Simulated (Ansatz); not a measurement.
This script drives Ansatz 0.2.0 through its Python package.

`run_bend.py`:
```python
"""Energy of FGeH5OSi against one bond angle."""

import warnings

import ansatz as az
from ase import Atoms

params = {
    "basis_set": "def2-SVP",
    "xc": "r2scan0",
    "fmax": 0.02,
}

warnings.simplefilter("ignore", az.DeckWarning)

atoms = Atoms(["O", "Ge", "F", "Si", "H", "H", "H", "H", "H"], positions=[
    [-0.849, 0.7711, 1.764],
    [-0.7261, 0.6994, -0.0253],
    [-0.3918, 2.2918, -0.6935],
    [1.0741, -0.7436, -0.5413],
    [-1.1354, -0.1086, 2.0198],
    [-2.0436, 0.1931, -0.6438],
    [1.1685, -0.8468, -1.9942],
    [0.7348, -2.0656, 0.0081],
    [2.257, -0.2371, 0.0891],
])

# start the scan from a relaxed geometry
first = (
    az.Crystal.molecule_from_ase(atoms).calculation()
    .basis(gaussian=params["basis_set"])
    .functional(params["xc"])
    .relax(force_tolerance=params["fmax"], max_steps=80)
)
atoms.positions = first.run(threads=1).report["positions_ang"]

rows = []
for angle in [90, 100, 110, 120, 135, 150, 165, 179]:
    bent = atoms.copy()
    bent.set_angle(1, 0, 4, angle, indices=[4])
    model = (
        az.Crystal.molecule_from_ase(bent).calculation()
        .basis(gaussian=params["basis_set"])
        .functional(params["xc"])
    )
    rows.append((angle, model.run(threads=1).report["free_energy_ev"]))
floor = min(e for _, e in rows)
for angle, e in rows:
    print(f"angle Ge1-O0-H4 = {angle:3d} deg   {1000 * (e - floor):9.1f} meV")
```

It is started by `python run_bend.py`. How long does it take on 1 thread of Arm Neoverse V1, with other jobs on the host, and how much memory does it need?

It took about 3.7 min, with a peak of 0.33 GiB, for 9 runs of the engine.

`python run_bend.py` gives:
```text
angle Ge1-O0-H4 =  90 deg       274.5 meV
angle Ge1-O0-H4 = 100 deg        81.1 meV
angle Ge1-O0-H4 = 110 deg         0.0 meV
angle Ge1-O0-H4 = 120 deg         3.7 meV
angle Ge1-O0-H4 = 135 deg       115.8 meV
angle Ge1-O0-H4 = 150 deg       285.9 meV
angle Ge1-O0-H4 = 165 deg       438.3 meV
angle Ge1-O0-H4 = 179 deg       511.2 meV
```

The scan is rigid, and the energies are electronic, in a modest basis. The zero is the lowest point of the grid, which needn't be the minimum.
